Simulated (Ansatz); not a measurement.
# C3H10OTi: basis-set convergence

The task here is to estimate one member of a computed series from the others.

Program: Ansatz 0.2.0, Gaussian basis. Level of theory: one geometry, several basis sets. These are calculated values, not measurements.

Levels to be run: PBE0-D4/def2-SVP; ωB97M-V/def2-SVP; PBE0-D4/def2-QZVPP; ωB97M-V/def2-QZVPP; the functionals' def2-TZVPP values are taken from earlier runs.

### The geometry

All runs share one geometry, relaxed beforehand with PBE0-D4 in a triple-zeta def2 set.

SMILES `[CH3][Ti]([CH3])([CH3])[OH]`, 15 atoms, charge 0, spin multiplicity 1.

Atoms are counted from 1 here; the program's logs count them from 0.

Bond lengths: C1–Ti2 2.067 Å, C1–H6 1.097 Å, C1–H7 1.095 Å, C1–H8 1.095 Å, Ti2–C3 2.067 Å, Ti2–C4 2.066 Å, Ti2–O5 1.770 Å, C3–H9 1.095 Å, C3–H10 1.097 Å, C3–H11 1.095 Å, C4–H12 1.096 Å, C4–H13 1.095 Å, C4–H14 1.095 Å, O5–H15 0.953 Å. Angles: Ti2–C1–H6 108.6°, Ti2–C1–H7 111.4°, Ti2–C1–H8 110.7°, H6–C1–H7 108.7°, H6–C1–H8 108.7°, H7–C1–H8 108.7°, C1–Ti2–C3 107.7°, C1–Ti2–C4 108.0°, C1–Ti2–O5 111.3°, C3–Ti2–C4 108.0°, C3–Ti2–O5 111.1°, C4–Ti2–O5 110.6°, Ti2–C3–H9 111.0°, Ti2–C3–H10 108.7°, Ti2–C3–H11 111.0°, H9–C3–H10 108.6°, H9–C3–H11 108.7°, H10–C3–H11 108.7° and more.

Set-up of the first run:

in.yaml reads:

```yaml
crystal:
  periodic: [false, false, false]
  atoms:
    - {symbol: C, position_ang: [-1.829934, 0.642469, 0.233595]}
    - {symbol: Ti, position_ang: [0.173921, 0.303712, -0.144377]}
    - {symbol: C, position_ang: [1.046864, -0.327263, 1.619938]}
    - {symbol: C, position_ang: [0.315451, -1.236978, -1.514146]}
    - {symbol: O, position_ang: [0.966890, 1.761212, -0.762065]}
    - {symbol: H, position_ang: [-2.265490, -0.269494, 0.659697]}
    - {symbol: H, position_ang: [-1.969267, 1.462862, 0.945017]}
    - {symbol: H, position_ang: [-2.363269, 0.886247, -0.691354]}
    - {symbol: H, position_ang: [0.943341, 0.431214, 2.403003]}
    - {symbol: H, position_ang: [0.545267, -1.244485, 1.951591]}
    - {symbol: H, position_ang: [2.111274, -0.540655, 1.477652]}
    - {symbol: H, position_ang: [-0.216200, -2.112353, -1.122513]}
    - {symbol: H, position_ang: [1.363037, -1.507322, -1.683742]}
    - {symbol: H, position_ang: [-0.130715, -0.951855, -2.472411]}
    - {symbol: H, position_ang: [1.287029, 2.651989, -0.870387]}
basis:
  gaussian: {orbitals: def2-SVP}
hamiltonian: {xc: pbe0, dispersion: d4}
output: {orbitals: {seedname: orbitals}}
```

Started as:

```bash
$ ansatz run in.yaml --threads 4 --pin off --events-out ev --progress --plain --max-ram 11315MiB
```

Among the steps run: PBE0-D4 in def2-SVP; ωB97M-V in def2-SVP; PBE0-D4 in def2-QZVPP; ωB97M-V in def2-QZVPP.

One table of the session follows, with a row left open; its other results are not shown here.

It belongs to the step «Density functionals: the series». 

| functional | basis | HOMO (eV) |
| --- | --- | --- |
| PBE0-D4 | def2-SVP | -7.42 |
| PBE0-D4 | def2-TZVPP | -7.47 |
| PBE0-D4 | def2-QZVPP | ? |
| ωB97M-V | def2-SVP | -9.80 |
| ωB97M-V | def2-TZVPP | -9.86 |
| ωB97M-V | def2-QZVPP | -9.87 |

**Question.** Estimate the row for PBE0-D4, def2-QZVPP.

As computed: HOMO (eV): -7.49. In the column «HOMO (eV)» it lies between ωB97M-V, def2-SVP (-9.80) and PBE0-D4, def2-TZVPP (-7.47).
